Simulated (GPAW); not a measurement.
NaFeO3, 5 atoms in the cell. It takes space group Pm-3m (No. 221, cubic). Conventional cell: a = 3.830 Å, b = 3.830 Å, c = 3.830 Å, α = 90.00°, β = 90.00°, γ = 90.00°. Around Fe (site symmetry m-3m) lie 6 O at 1.92 Å. Na (site symmetry m-3m) is surrounded by 12 O at 2.71 Å. O (site symmetry 4/mmm) has 2 Fe at 1.92 Å as nearest neighbours. The cell comes from a database or a generator and needn't be the stable form of this composition.

```yaml
Program: GPAW 26.7.0
Task: relaxation of cell and atoms
Functional: PBEsol
Potentials_or_basis: PAW data sets generated in the run's folder for this functional
Cutoff: 800 eV
Basis: pw
k_mesh: 5 × 5 × 5
Occupations: fermi-dirac, width 0.05 eV
Spin: collinear spin, ferromagnetic start
Starting_moments: "[3.0, 0.0, 0.0, 0.0, 0.0] μB"
Maxiter: 150
Optimizer: BFGS
Fmax: 0.02 eV/Å
Max_steps: 60
Convergence: density=1e-05 forces=0.0001
```

Potentials or basis: PAW data sets generated in the run's folder for this functional, pw.

The run is started by

```bash
$ gpaw-setup -f PBEsol Fe Na O
$ OMP_NUM_THREADS=1 python run.py
```

Hardware: 1 thread of Arm Neoverse V1 (shared host).

**Question.** How long does it take, and how much memory?

**Answer.** Run time: 2.8 min on 1 thread of Arm Neoverse V1, on a shared host, peak memory 0.25 GiB. Counts: scf iterations 55, plane waves 2945, bands 32, k points 10, ion steps 4.
